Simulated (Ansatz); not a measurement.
# BH₂F₃ (built from SMILES F.FBF): a reaction path by the nudged elastic band

Aim: the minimum-energy path between two given structures and its highest point. Both ends were relaxed at PBE0-D4 in triple zeta.

The runs use Ansatz 0.2.0, Gaussian basis; PBE0-D4/def2-SVP.

23 further runs of the same task are left out: 1 that didn't finish, 22 set aside as unsound or not needed.

**1. The starting structure**

The first end: 6 atoms, charge 0, spin multiplicity 1.

Atoms are counted from 1 here; the program's logs count them from 0.

Bond lengths: B1–H2 1.189 Å, B1–F3 1.313 Å, B1–F4 1.323 Å, H5–F6 0.923 Å. Angles: H2–B1–F3 121.5°, H2–B1–F4 120.8°, F3–B1–F4 117.5°.

As a file:

```xyz
6
charge 0, multiplicity 1
B    -0.4457   -0.1010   -0.7432
H     0.1353    0.6513   -1.4582
F    -0.3238   -1.4020   -0.8714
F    -1.3150    0.3470    0.1477
H     0.6807    0.3653    1.8000
F     1.2686    0.1394    1.1253
```

The second end:

```csv
atom,x (Å),y (Å),z (Å)
B1,-0.5739,-0.6924,0.2270
H2,0.9971,1.4207,-0.7948
F3,-0.1270,-1.4239,-0.7655
F4,-1.6187,0.0809,0.0528
H5,1.3115,1.3650,-0.1193
F6,0.0110,-0.7503,1.3998
```

**2. The band at PBE0-D4/def2-SVP**

File neb/in.yaml:

```yaml
crystal:
  periodic: [false, false, false]
  atoms:
    - {symbol: B, position_ang: [-0.445688, -0.100956, -0.743211]}
    - {symbol: H, position_ang: [0.135255, 0.651285, -1.458231]}
    - {symbol: F, position_ang: [-0.323805, -1.402027, -0.871418]}
    - {symbol: F, position_ang: [-1.314976, 0.346958, 0.147698]}
    - {symbol: H, position_ang: [0.680687, 0.365338, 1.799999]}
    - {symbol: F, position_ang: [1.268627, 0.139402, 1.125262]}
basis:
  gaussian: {orbitals: def2-SVP}
hamiltonian: {xc: pbe0, dispersion: d4}
neb:
  images: 5
  climbing: true
  max_iterations: 40
  initial_path: idpp
  final_atoms:
    - {symbol: B, position_ang: [-0.573875, -0.692392, 0.227044]}
    - {symbol: H, position_ang: [0.997113, 1.420740, -0.794845]}
    - {symbol: F, position_ang: [-0.126956, -1.423886, -0.765468]}
    - {symbol: F, position_ang: [-1.618686, 0.080867, 0.052848]}
    - {symbol: H, position_ang: [1.311472, 1.364992, -0.119290]}
    - {symbol: F, position_ang: [0.011031, -0.750322, 1.399810]}
```

Launch:

```
$ ansatz run in.yaml --threads 2 --pin off --events-out ev --progress --plain --max-ram 4352MiB
```

What it wrote, cut to the lines that bear on the results:

```text
Functional definition: PBE0
  name "PBE0"
  cite "Adamo & Barone, J. Chem. Phys. 110, 6158 (1999) doi:10.1063/1.478522"
  cite "Perdew, Burke & Ernzerhof, Phys. Rev. Lett. 77, 3865 (1996) doi:10.1103/PhysRevLett.77.3865"
  parent pbe
[...]
693 factors; integrals over basis functions are off by at most 3.4e-4 eV
[...]
mean field -8846.84080129 eV, -325.1154028432 hartree, gradient 6.5e-5 eV, S^2 0.000000; 0 other end points of the search recorded, 0 dependent functions left out
[...]
reference -8846.84082110 eV, -325.1154035713 hartree; 17, 17 occupied and 49, 49 virtual orbitals, 693 factors
[... from here to the last solve, the lines of the solves are left out (145 solves) ...]
WARN: NEB end point (image 0): max|allowed force component| = 2.748e-1 eV/Å (the criterion of neb.relax_end_points is 1.000e-2). That is over neb.f_tol: it is no minimum, so the barrier can be far off. Relax it first
WARN: NEB end point (image 6): max|allowed force component| = 3.684e-1 eV/Å (the criterion of neb.relax_end_points is 1.000e-2). That is over neb.f_tol: it is no minimum, so the barrier can be far off. Relax it first
NEB iter   1: max|band force component| = 4.950e0 eV/Å  barrier→ = 6.6751 eV  barrier← = 7.8608 eV  Δτ_max = 0.2000 Å  (176 SCF iters)
[...]
NEB iter   6: max|band force component| = 1.383e1 eV/Å  barrier→ = 1.7199 eV  barrier← = 2.9056 eV  Δτ_max = 0.1010 Å  (150 SCF iters)
[...]
NEB iter  11: max|band force component| = 1.255e0 eV/Å  barrier→ = 0.6128 eV  barrier← = 1.7986 eV  CI = image 3  Δτ_max = 0.0987 Å  (138 SCF iters)
[...]
NEB iter  16: max|band force component| = 2.712e-1 eV/Å  barrier→ = 0.7159 eV  barrier← = 1.9017 eV  CI = image 3  Δτ_max = 0.0438 Å  (122 SCF iters)
[...]
NEB iter  21: max|band force component| = 3.537e-1 eV/Å  barrier→ = 0.7152 eV  barrier← = 1.9009 eV  CI = image 3  Δτ_max = 0.0137 Å  (98 SCF iters)
NEB iter  22: max|band force component| = 1.296e-1 eV/Å  barrier→ = 0.7152 eV  barrier← = 1.9009 eV  CI = image 3  Δτ_max = 0.0086 Å  (100 SCF iters)
[...]
NEB iter  23: max|band force component| = 8.377e-3 eV/Å  barrier→ = 0.7152 eV  barrier← = 1.9009 eV  CI = image 3  Δτ_max = 0.0000 Å  (744 SCF iters)
Total energy: -8846.17106025 eV, -325.0907903140 hartree
Atom 0 at    -0.271464    -0.219429    -0.157547 Å, force    -0.000228     0.000236    -0.000064 eV/Å
Atom 1 at     0.165524     0.986440    -0.549951 Å, force    -0.000034     0.000017     0.000058 eV/Å
Atom 2 at     0.080257    -1.176776    -1.001008 Å, force     0.000053    -0.000015     0.000184 eV/Å
Atom 3 at    -1.502442    -0.171351     0.326238 Å, force    -0.000005    -0.000094    -0.000125 eV/Å
Atom 4 at     0.744623     0.731862     0.333657 Å, force     0.000044     0.000098    -0.000191 eV/Å
Atom 5 at     0.783603    -0.150746     1.048711 Å, force     0.000171    -0.000243     0.000138 eV/Å
Dipole moment:     0.219826     0.374096    -0.021261 e Å
```

Run time: 2 min. Hardware: 2 threads of Arm Neoverse V1, shared host.

The last band:

```csv
image,path (Å),energy (kJ/mol),B1–F6 (Å),H2–H5 (Å),B1–H2 (Å),H5–F6 (Å)
0,0.00,0.0,2.55,3.32,1.19,0.92
1,0.81,2.4,2.26,2.73,1.20,0.92
2,1.61,7.6,2.14,1.96,1.21,0.93
3,2.42,69.0,1.60,1.09,1.34,1.14
4,3.03,-67.1,1.35,0.78,1.76,1.75
5,3.64,-111.3,1.31,0.76,2.31,2.35
6,4.25,-114.4,1.31,0.75,2.82,2.91
```

The highest image, 3:

```
B    -0.2715   -0.2194   -0.1575
H     0.1655    0.9864   -0.5500
F     0.0803   -1.1768   -1.0010
F    -1.5024   -0.1714    0.3262
H     0.7446    0.7319    0.3337
F     0.7836   -0.1507    1.0487
```

**3. Summary of results**

```
                                                                       quantity                                                  value
                                                PBE0-D4/def2-SVP, 23 iterations  highest 69.0 kJ/mol (image 3), last end -114.4 kJ/mol
from earlier runs: barrier over the separately found saddle, CCSD(T)/def2-TZVPP                                           111.5 kJ/mol
```

**Reading.** The highest image lies 69.0 kJ/mol above the first end, and it climbed, so it estimates the saddle. The ends are not quite minima at this level (largest force component 0.37 eV/Å), so the heights are unreliable: relaxing the first end would lower it and raise the barrier above it. The highest image is 42.5 kJ/mol below the CCSD(T) barrier in triple zeta, which comes from separate runs on the saddle.
